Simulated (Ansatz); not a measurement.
# LiBeF3: the cost of one run

Program: Ansatz 0.2.0. Level of theory: DFT PBE, scalar-relativistic, plane waves, PAW. These are calculated values, not measurements.

1 further run of the same task is left out (it didn't finish).

### Step 1. Starting point

Symmetry: Cm, No. 8, monoclinic system. Conventional cell: a = 16.731 Å, b = 2.818 Å, c = 4.698 Å, α = 90.00°, β = 93.77°, γ = 90.00°. Li (site symmetry m) has 5 F at 1.86 to 2.11 Å as nearest neighbours. Li (site symmetry m) is surrounded by 4 F at 1.83 to 2.12 Å. Around Be (site symmetry m) lie 4 F at 1.56 to 1.62 Å. Be (site symmetry m) has 4 F at 1.48 to 1.67 Å as nearest neighbours. F (site symmetry m) has 1 Be at 1.56 Å and 2 Li at 1.86 Å as nearest neighbours. F (site symmetry m) has 1 Be at 1.56 Å and 2 Li at 1.83 Å as nearest neighbours. Around F (site symmetry m) lie 2 Be at 1.67 Å and 1 Li at 2.09 Å. F (site symmetry m) has 1 Be at 1.48 Å and 1 Li at 1.84 Å as nearest neighbours. Only part of the 10 independent sites is listed.

Structure file:

```
CELL_PARAMETERS angstrom
8.36562 -1.40888 -0.01443
8.36562 1.40888 -0.01443
-0.30117 0.00000 4.68882
ATOMIC_POSITIONS crystal
Li 0.65204 0.65204 0.40902
Li 0.35355 0.35355 0.47203
Be 0.00426 0.00426 0.60134
Be 0.23873 0.23873 0.94607
F 0.07954 0.07954 0.42093
F 0.92186 0.92186 0.42763
F 0.69285 0.69285 0.83925
F 0.31946 0.31946 0.83583
F 0.50877 0.50877 0.77111
F 0.23567 0.23567 0.27677
```

It is the end of an earlier relaxation with the same method, from a generated guess; it is a trial structure. At a tolerance of 0.02 Å it has space group Cm (No. 8); it has 11.05 Å³/atom, an uncorrected energy of -3.09 eV/atom over the elements.

### Step 2. Bands, states and charges

Input file input.yaml:

```yaml
crystal:
  lattice:
    - [8.3656243626, -1.4088828712, -0.0144289027]
    - [8.3656243626, 1.4088828712, -0.0144289027]
    - [-0.3011719224, 0.0, 4.6888200256]
  atoms:
    - { symbol: Li, position: [0.6520444179, 0.6520444179, 0.4090190416] }
    - { symbol: Li, position: [0.3535546546, 0.3535546546, 0.4720338154] }
    - { symbol: Be, position: [0.0042579604, 0.0042579604, 0.6013447082] }
    - { symbol: Be, position: [0.2387290962, 0.2387290962, 0.9460735241] }
    - { symbol: F, position: [0.079540802, 0.079540802, 0.4209307223] }
    - { symbol: F, position: [0.9218554481, 0.9218554481, 0.4276309612] }
    - { symbol: F, position: [0.6928468346, 0.6928468346, 0.8392524783] }
    - { symbol: F, position: [0.3194576245, 0.3194576245, 0.8358339164] }
    - { symbol: F, position: [0.5087650201, 0.5087650201, 0.7711096443] }
    - { symbol: F, position: [0.2356688924, 0.2356688924, 0.2767711884] }
basis:
  ecutwfc: 420
kpoints:
  mp_grid: { grid: [8, 8, 6] }
  band_path:
    path:
      - [[0.0, 0.0, 0.0], [-0.2571216, 0.2571216, 0.0]]
      - [[-0.7428784, -0.2571216, 0.0], [-0.5, -0.5, 0.0], [0.0, 0.0, 0.0], [-0.5, -0.5, 0.5], [-0.74454762, -0.25545238, 0.5]]
      - [[-0.25545238, 0.25545238, 0.5], [0.0, 0.0, 0.5], [0.0, 0.0, 0.0]]
      - [[-0.5, 0.0, 0.5], [0.0, 0.0, 0.0], [-0.5, 0.0, 0.0]]
    npoints: 14
hamiltonian:
  xc: pbe
scf:
  occupations: { method: gaussian, width: 0.02 }
  n_extra_bands: 25
output:
  forces: true
  stress: true
  eigenvalues: true
  populations: true
  dos: { projected: true, de: 0.02, nscf_kmesh: { grid: [12, 12, 9] } }
  bader: true
```

Launch:

```
ansatz run input.yaml --threads 1 --pin off --max-ram 2048MiB --backend cpu --events-out ev --progress --plain --runs-dir out
```

**Question.** How long does this run take on 1 thread of Intel Xeon Platinum 8259CL at 2.50GHz (Skylake/Cascade Lake), shared host, and how much memory does it need?

About 4.7 min, with a peak of 1.3 GiB.
